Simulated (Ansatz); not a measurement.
Cl2H3Si2, SMILES [SiH3][Si](Cl)Cl, vertical spin-state energies

With Ansatz's Python interface.

At the Python prompt:
```pycon
>>> import ansatz as az
>>> geometry_ang = [
...     ("Si", (-0.409, 0.823, -0.2223)),
...     ("Si", (0.1599, -1.0927, 0.7905)),
...     ("Cl", (2.1296, -1.092, 1.2365)),
...     ("Cl", (-0.0091, -2.6887, -0.4589)),
...     ("H", (-1.9037, 0.8289, -0.5946)),
...     ("H", (-0.2478, 2.0377, 0.6812)),
...     ("H", (0.3414, 1.1158, -1.4781)),
... ]
>>> system = az.Crystal.molecule()
>>> for symbol, xyz in geometry_ang:
...     system = system.atom(symbol, xyz)
...
>>> model = (
...     system.calculation()
...     .basis(gaussian="6-31G*")
...     .functional("pbe", dispersion="d4")
... )
>>> found = {}
>>> for unpaired in [1, 3]:
...     rep = model.spin("collinear", total=unpaired).run().report
...     s = unpaired / 2
...     found[unpaired] = rep["free_energy_ev"]
...     print(f"2S+1 = {unpaired + 1}: E = {found[unpaired]:.5f} eV, <S^2> = {abs(rep['mean_field']['state']['spin_squared']):.3f} (pure state {s * (s + 1):.2f})")
...
2S+1 = 2: E = -40830.37154 eV, <S^2> = 0.752 (pure state 0.75)
2S+1 = 4: E = -40824.45881 eV, <S^2> = 3.753 (pure state 3.75)
>>> lowest = min(found, key=found.get)
>>> for unpaired, e in found.items():
...     print(f"multiplicity {unpaired + 1}: {96.485332 * (e - found[lowest]):.1f} kJ/mol above the lowest")
...
multiplicity 2: 0.0 kJ/mol above the lowest
multiplicity 4: 570.5 kJ/mol above the lowest
```

In order: multiplicity 2 (+0.00 eV) and multiplicity 4 (+5.91 eV), all at the one geometry.

What to keep in mind:
- Total energies depend on the basis set; only differences at equal settings carry meaning.
- The geometry is a force-field or estimated start, not a minimum of this method, and the basis set is short of its limit. All parts are taken at fixed geometry, without zero-point energy.
- The run takes the species as open-shell (spin multiplicity 2), which needn't be its ground state.
- Hardware and time: 22 s on 1 thread of Arm Neoverse V1, with other jobs on the host, peak memory 0.25 GiB.
